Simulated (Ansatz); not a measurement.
# C2H2B2: the cost of one run

Program: Ansatz 0.2.0. Level of theory: the levels named in each step. These are calculated values, not measurements.

### Step 1. The system as given

Bond lengths: B1–C2 1.489 Å, B1–C3 1.488 Å, C2–C3 1.545 Å, C2–B4 1.489 Å, C3–B4 1.488 Å, B1–H5 1.150 Å, B4–H6 1.150 Å. Angles: B1–C2–C3 58.7°, B1–C2–B4 117.5°, C3–C2–B4 58.7°, C2–B1–C3 62.5°, C2–B1–H5 148.8°, C3–B1–H5 148.7°, B1–C3–C2 58.7°, B1–C3–B4 117.5°, C2–C3–B4 58.7°, C2–B4–C3 62.5°, C2–B4–H6 148.8°, C3–B4–H6 148.7°.

Coordinates:

```xyz
6

B    -1.2139   -0.0156   -0.3805
C    -0.2310   -0.0036    0.7373
C     0.2310    0.0036   -0.7373
B     1.2139    0.0156    0.3804
H    -2.3110   -0.0298   -0.7249
H     2.3114    0.0298    0.7238
```

### Step 2. A rough first relaxation, PBE-D4/def2-SVP

This run stands in another session on the same molecule. It ended at:

```xyz
6

B    -1.2260   -0.0158   -0.3844
C    -0.2271   -0.0035    0.7247
C     0.2272    0.0035   -0.7251
B     1.2262    0.0158    0.3841
H    -2.3701   -0.0305   -0.7430
H     2.3702    0.0306    0.7426
```

### Step 3. Relaxation, PBE0-D4/def2-TZVPP

Contents of input.yaml:

```yaml
crystal:
  periodic: [false, false, false]
  atoms:
    - { symbol: B, position_ang: [-1.22603619, -0.01579825, -0.38444483] }
    - { symbol: C, position_ang: [-0.22706754, -0.00350848, 0.72470392] }
    - { symbol: C, position_ang: [0.22720065, 0.00349175, -0.72510932] }
    - { symbol: B, position_ang: [1.22616495, 0.01580444, 0.38405311] }
    - { symbol: H, position_ang: [-2.3700983, -0.03053662, -0.74300107] }
    - { symbol: H, position_ang: [2.37023643, 0.03055717, 0.7425782] }
basis:
  gaussian: { orbitals: def2-TZVPP }
hamiltonian:
  xc: pbe0
  dispersion: d4
relax:
  f_tol: 0.002
  max_steps: 150
```

Launch:

```
ansatz run input.yaml --threads 4 --pin off --max-ram 10240MiB --backend cpu --events-out ev --progress --plain --runs-dir out
```

**Question.** How long does this run take on 4 threads of Arm Neoverse V2, shared host, and how much memory does it need?

About 8.5 s, with a peak of 0.24 GiB.
